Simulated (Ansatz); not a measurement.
# Ta: one candidate structure

Aim: relax Ta from this start, alpha-gallium type (Cmce, No. 64), and see where it ends.

Method: DFT r2SCAN, scalar-relativistic, plane waves, PAW, in Ansatz 0.2.0.

## (1) The starting structure

Symmetry: Cmce, No. 64, orthorhombic system. The conventional cell has a = 4.511 Å, b = 7.646 Å, c = 4.517 Å, α = 90.00°, β = 90.00°, γ = 90.00°. Ta (site symmetry m) is surrounded by 7 Ta at 2.44 to 2.80 Å.

Coordinates:

```cif
data_structure
_symmetry_space_group_name_H-M 'P 1'
_symmetry_Int_Tables_number 1
_cell_length_a 4.4389
_cell_length_b 4.4389
_cell_length_c 4.5175
_cell_angle_alpha 90.000
_cell_angle_beta 90.000
_cell_angle_gamma 118.916
_cell_volume 77.92
loop_
_atom_site_label
_atom_site_type_symbol
_atom_site_fract_x
_atom_site_fract_y
_atom_site_fract_z
_atom_site_occupancy
Ta1 Ta 0.15250 0.84750 0.07850 1
Ta2 Ta 0.65250 0.34750 0.42150 1
Ta3 Ta 0.84750 0.15250 0.92150 1
Ta4 Ta 0.34750 0.65250 0.57850 1
```

(A quick probe on a coarse mesh, which set the mesh and smearing, is not shown.)

## (3) Rough relaxation on the coarse mesh

File input.yaml:

```yaml
crystal:
  lattice:
    - [2.2557423058, -3.8230648856, 0.0]
    - [2.2557423058, 3.8230648856, 0.0]
    - [0.0, 0.0, 4.5174856554]
  atoms:
    - { symbol: Ta, position: [0.1525, 0.8475, 0.0785] }
    - { symbol: Ta, position: [0.6525, 0.3475, 0.4215] }
    - { symbol: Ta, position: [0.8475, 0.1525, 0.9215] }
    - { symbol: Ta, position: [0.3475, 0.6525, 0.5785] }
basis:
  ecutwfc: 500
kpoints:
  mp_grid: { grid: [4, 4, 4] }
hamiltonian:
  xc: r2scan
scf:
  occupations: { method: gaussian, width: 0.1 }
  lower_state_search: "off"
output:
  forces: true
  stress: true
  eigenvalues: true
relax:
  adjacent_minimum: "off"
  f_tol: 0.04
  max_steps: 70
  cell: { stress_tol: 0.4 }
```

The session goes on with these runs: a loose first relaxation; relaxing cell and atoms.

What does the calculation give?

The runs gave:

| quantity | value |
| --- | --- |
| cell (conventional) | a = 3.062 Å, b = 4.829 Å, c = 10.194 Å, α = 90.00°, β = 90.00°, γ = 90.00° |
| space group | Fmmm (No. 69) |
| volume | 18.84 Å³/atom |
| gap on the mesh | none (metal) |

What this shows: The structure ended in another space group than at the start: Cmce to Fmmm. Spin-orbit coupling is left out for Ta.
